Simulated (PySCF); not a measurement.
# DyH9N3 (Dy(NH3)33+): the cost of one run

Method: several levels, as the steps say, no spin–orbit coupling; program: PySCF 2.14.0.

3 further runs of the same task are left out: 2 for a known fault of the program, 1 that didn't finish.

## Step 1: Where the work starts

13 atoms, charge 3, spin multiplicity 1.

Bond lengths: Dy1–N2 2.402 Å, Dy1–N6 2.402 Å, Dy1–N10 2.402 Å, N2–H3 1.048 Å, N2–H4 1.046 Å, N2–H5 1.046 Å, N6–H7 1.048 Å, N6–H8 1.046 Å, N6–H9 1.046 Å, N10–H11 1.048 Å, N10–H12 1.046 Å, N10–H13 1.046 Å. Angles: N2–Dy1–N6 109.5°, N2–Dy1–N10 109.5°, N6–Dy1–N10 109.5°, Dy1–N2–H3 114.8°, Dy1–N2–H4 116.6°, Dy1–N2–H5 115.6°, H3–N2–H4 102.5°, H3–N2–H5 102.5°, H4–N2–H5 102.7°, Dy1–N6–H7 114.8°, Dy1–N6–H8 116.6°, Dy1–N6–H9 115.6°, H7–N6–H8 102.5°, H7–N6–H9 102.5°, H8–N6–H9 102.7°, Dy1–N10–H11 114.8°, Dy1–N10–H12 116.6°, Dy1–N10–H13 115.6° and more.

As a file:

```xyz
13
charge 3, multiplicity 1
Dy    0.0000    0.0000    0.7718
N     2.2657   -0.0016   -0.0263
H     2.9800   -0.3037    0.6778
H     2.4748   -0.6224   -0.8421
H     2.6352    0.9251   -0.3414
N    -1.1315    1.9629   -0.0263
H    -1.2270    2.7327    0.6778
H    -0.6984    2.4545   -0.8421
H    -2.1188    1.8196   -0.3414
N    -1.1342   -1.9613   -0.0263
H    -1.7530   -2.4289    0.6778
H    -1.7764   -1.8321   -0.8421
H    -0.5164   -2.7447   -0.3414
```

Formal oxidation states: Dy +3. Each metal's 9 4f electrons lie in its core potential, so multiplicities, spins and levels count the valence alone. An earlier session relaxed this geometry at PBE, Dy lcecp-1-SVP with ECP55, N def2-SVP, H def2-SVP (singlet, point group C3).

At PBE on the finer grid: E = -205.396063 Eh, HOMO -23.10 eV, LUMO -17.35 eV, Mulliken charge on Dy1 +1.68 e, largest force component 0.011 eV/Å. 

Levels to run: PBE0; r2SCAN; BP86; B3LYP; PBE, TZVP. Hardware: 2 threads of AMD EPYC (Zen 3), shared host.

## Step 2: PBE0

The input, run.py (the lines that set the calculation):

```python
mol = gto.M(atom='''
Dy     0.00000     0.00000     0.77176
N      2.26569    -0.00160    -0.02632
H      2.98004    -0.30371     0.67778
H      2.47483    -0.62242    -0.84214
H      2.63521     0.92514    -0.34142
N     -1.13146     1.96295    -0.02632
H     -1.22701     2.73265     0.67778
H     -0.69839     2.45447    -0.84214
H     -2.11880     1.81959    -0.34142
N     -1.13423    -1.96135    -0.02632
H     -1.75304    -2.42894     0.67778
H     -1.77644    -1.83206    -0.84214
H     -0.51641    -2.74473    -0.34142''',
    basis={'Dy': 'lcecp-1-SVP', 'N': 'def2-SVP', 'H': 'def2-SVP'},
    ecp={'Dy': 'lcecp-1-SVP'},
    charge=3, spin=0)
mf = dft.RKS(mol, xc='PBE0')
mf.grids.atom_grid = (75, 302)  # f atoms: unpruned, at least (60, 302)
mf = mf.density_fit()  # fitting sets: Dy AutoAux, N def2-universal-JKFIT, H def2-universal-JKFIT
mf.conv_tol = 1e-08; mf.max_cycle = 55
mf.kernel(dm0)  # dm0: the density of the relaxed state
```

On the command line:

```console
$ OMP_NUM_THREADS=2 python run.py
```

**Question.** How long does this run take on 2 threads of AMD EPYC (Zen 3), shared host?

About 20 s.
